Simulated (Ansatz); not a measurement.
# Si2NH6Cl (SMILES N[SiH]([SiH3])Cl) at HF/STO-3G

What is the vertical singlet–triplet gap of Si2NH6Cl at HF/STO-3G? 

The calculation is run with Ansatz 0.2.0.

68 further runs of the same task are left out: 2 that didn't finish, 66 set aside as unsound or not needed.

**1. The structure to begin with**

The species is Si2NH6Cl (10 atoms), meant as a singlet with charge 0. SMILES: `N[SiH]([SiH3])Cl`. The shape is that of a PBE0-D4/def2-TZVP optimisation. This is one conformer, not always the lowest.

Bond lengths: N1–Si2 1.706 Å, Si2–Si3 2.336 Å, Si2–Cl4 2.083 Å, N1–H5 1.008 Å, N1–H6 1.008 Å, Si2–H7 1.482 Å, Si3–H8 1.486 Å, Si3–H9 1.489 Å, Si3–H10 1.488 Å. Some angles: N1–Si2–Si3 109.4°, N1–Si2–Cl4 114.5°, Si3–Si2–Cl4 106.1°, N1–Si2–H7 107.1°, Si3–Si2–H7 114.7°, Cl4–Si2–H7 105.1°, Si2–N1–H5 120.5°, Si2–N1–H6 120.3°, Si2–Si3–H8 110.2°, Si2–Si3–H9 108.8°.

**2. The energy at HF/STO-3G**

The input, in.yaml:

```yaml
crystal:
  periodic: [false, false, false]
  atoms:
    - {symbol: N, position_ang: [-0.500400, 1.640400, -0.476600]}
    - {symbol: Si, position_ang: [-0.088700, 0.024400, -0.834700]}
    - {symbol: Si, position_ang: [0.678000, -1.030800, 1.103600]}
    - {symbol: Cl, position_ang: [-1.669600, -1.135800, -1.538400]}
    - {symbol: H, position_ang: [-1.066800, 1.857300, 0.327900]}
    - {symbol: H, position_ang: [-0.657600, 2.302300, -1.220500]}
    - {symbol: H, position_ang: [0.889100, 0.060000, -1.948200]}
    - {symbol: H, position_ang: [0.872200, -2.482600, 0.855100]}
    - {symbol: H, position_ang: [-0.336100, -0.853800, 2.179500]}
    - {symbol: H, position_ang: [1.962900, -0.432600, 1.555400]}
basis:
  gaussian:
    orbitals: STO-3G
accuracy: high
hamiltonian:
  xc: hf
output: {orbitals: {seedname: orbitals}}
```

Run with:

```sh
$ ansatz run in.yaml --threads 1 --pin off --max-ram 3480MiB --events-out events.jsonl --progress --plain --runs-dir runs
```

The log of the run:

```text
Warning: RAYON_NUM_THREADS=1 ignored (pool sized by the plan → 1); use --threads N
Functional definition: HF
  name "HF"
  exchange = exact_x
  correlation = 0
771 factors; integrals over basis functions are off by at most 4.5e-8 eV
mean field evaluation 1: about -29471.1765 eV, gradient 1.9e1 eV
mean field evaluation 2: about -29471.2375 eV, gradient 1.9e1 eV
mean field evaluation 4: about -29472.7427 eV, gradient 1.1e0 eV
mean field evaluation 8: about -29472.7489 eV, gradient 2.2e-2 eV
mean field -29472.74886561 eV, -1083.1035434644 hartree, gradient 1.1e-8 eV, S^2 0.000000; 0 other end points of the search recorded, 0 dependent functions left out
reference -29472.74886561 eV, -1083.1035434644 hartree; 29, 29 occupied and 9, 9 virtual orbitals, 771 factors
Total energy: -29472.74886561 eV, -1083.1035434644 hartree
```

Wall time 0.52 s (1 thread of Arm Neoverse V1, shared host).

**3. The triplet at the same level**

The input, molecule.yaml:

```yaml
crystal:
  periodic: [false, false, false]
  atoms:
    - {symbol: "N", position_ang: [-0.500400, 1.640400, -0.476600]}
    - {symbol: Si, position_ang: [-0.088700, 0.024400, -0.834700]}
    - {symbol: Si, position_ang: [0.678000, -1.030800, 1.103600]}
    - {symbol: Cl, position_ang: [-1.669600, -1.135800, -1.538400]}
    - {symbol: H, position_ang: [-1.066800, 1.857300, 0.327900]}
    - {symbol: H, position_ang: [-0.657600, 2.302300, -1.220500]}
    - {symbol: H, position_ang: [0.889100, 0.060000, -1.948200]}
    - {symbol: H, position_ang: [0.872200, -2.482600, 0.855100]}
    - {symbol: H, position_ang: [-0.336100, -0.853800, 2.179500]}
    - {symbol: H, position_ang: [1.962900, -0.432600, 1.555400]}
basis:
  gaussian: {orbitals: STO-3G}
magnetization: {spin_polarized: true, initial_magnetization: 2}
hamiltonian: {xc: hf}
accuracy: high
output: {orbitals: {seedname: orbitals}}
```

Run with:

```sh
$ ansatz run molecule.yaml --threads 1 --pin off --max-ram 3480MiB --events-out events.jsonl --progress --plain --runs-dir runs
```

The log of the run (excerpt; [...] marks lines left out):

```text
Warning: RAYON_NUM_THREADS=1 ignored (pool sized by the plan → 1); use --threads N
[... 2 set-up lines as earlier in the session ...]
[...]
771 factors; integrals over basis functions are off by at most 4.5e-8 eV
[...]
mean field -29464.20908317 eV, -1082.7897122482 hartree, gradient 2.3e-8 eV, S^2 2.015620; 5 other end points of the search recorded, 0 dependent functions left out
reference -29464.20908317 eV, -1082.7897122482 hartree; 30, 28 occupied and 8, 10 virtual orbitals, 771 factors
Total energy: -29464.20908317 eV, -1082.7897122482 hartree
```

Wall time 3.3 s (1 thread of Arm Neoverse V1, shared host); peak memory 0.12 GiB.

**4. What came out**

At HF/STO-3G:

```
                                        quantity           value
                           singlet: total energy  -1083.10354 Eh
                            singlet: HOMO energy        -8.55 eV
                            singlet: LUMO energy         9.18 eV
                          singlet: HOMO–LUMO gap        17.73 eV
                           triplet: total energy  -1082.78971 Eh
                                   triplet: ⟨S²⟩           2.016
vertical energy of the triplet above the singlet        8.540 eV
```

**Reading.** At this shape the triplet lies 8.54 eV (824 kJ/mol) above the singlet. In a minimal basis such a difference can be off by several eV, whatever the method.
